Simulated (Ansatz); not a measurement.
# O3Si3: the cost of one run

Program: Ansatz 0.2.0. Level of theory: the levels named in each step. These are calculated values, not measurements.

### Step 1. The starting structure

Bond lengths: O1–Si2 1.643 Å, Si2–O3 1.644 Å, O3–Si4 1.643 Å, Si4–O5 1.644 Å, O1–Si6 1.644 Å, O5–Si6 1.643 Å. Angles: O1–Si2–O3 102.8°, Si2–O1–Si6 137.2°, Si2–O3–Si4 137.2°, O3–Si4–O5 102.8°, Si4–O5–Si6 137.2°, O1–Si6–O5 102.8°.

Structure file:

```xyz
6

O     0.9679   -0.9875    0.5354
Si   -0.5754   -1.5402    0.6480
O    -1.4511   -0.3048    0.0081
Si   -1.1537    1.1749   -0.6417
O     0.4835    1.2907   -0.5467
Si    1.7291    0.3654   -0.0060
```

### Step 2. A rough first relaxation, PBE-D4/def2-SVP

This run stands in another session on the same molecule. It ended at:

```xyz
6

O     0.9995   -1.0187    0.5546
Si   -0.6010   -1.6076    0.6769
O    -1.4982   -0.3157    0.0067
Si   -1.2042    1.2269   -0.6695
O     0.4988    1.3336   -0.5627
Si    1.8054    0.3801   -0.0088
```

### Step 3. Relaxation, PBE0-D4/def2-TZVPP

This run stands in another session on the same molecule. It ended at:

```xyz
6

O     0.9763   -0.9950    0.5418
Si   -0.5847   -1.5641    0.6586
O    -1.4634   -0.3084    0.0064
Si   -1.1717    1.1937   -0.6514
O     0.4872    1.3027   -0.5496
Si    1.7565    0.3697   -0.0086
```

### Step 4. Frequencies, PBE0-D4/def2-TZVPP

The input, input.yaml:

```yaml
crystal:
  periodic: [false, false, false]
  atoms:
    - { symbol: O, position_ang: [0.97627233, -0.9949915, 0.54179226] }
    - { symbol: Si, position_ang: [-0.58469617, -1.56411496, 0.65857867] }
    - { symbol: O, position_ang: [-1.4633651, -0.3084275, 0.00638775] }
    - { symbol: Si, position_ang: [-1.17165567, 1.19370188, -0.65137796] }
    - { symbol: O, position_ang: [0.48722535, 1.30267822, -0.54959765] }
    - { symbol: Si, position_ang: [1.75649927, 0.36971384, -0.00863307] }
basis:
  gaussian: { orbitals: def2-TZVPP }
hamiltonian:
  xc: pbe0
  dispersion: d4
phonons: {}
```

Launch:

```sh
$ ansatz run input.yaml --threads 4 --pin off --max-ram 10240MiB --backend cpu --events-out ev --progress --plain --runs-dir out
```

**Question.** How long does this run take on 4 threads of Intel Xeon Platinum 8259CL at 2.50GHz (Skylake/Cascade Lake), shared host, and how much memory does it need?

About 1.7 min, with a peak of 0.71 GiB.
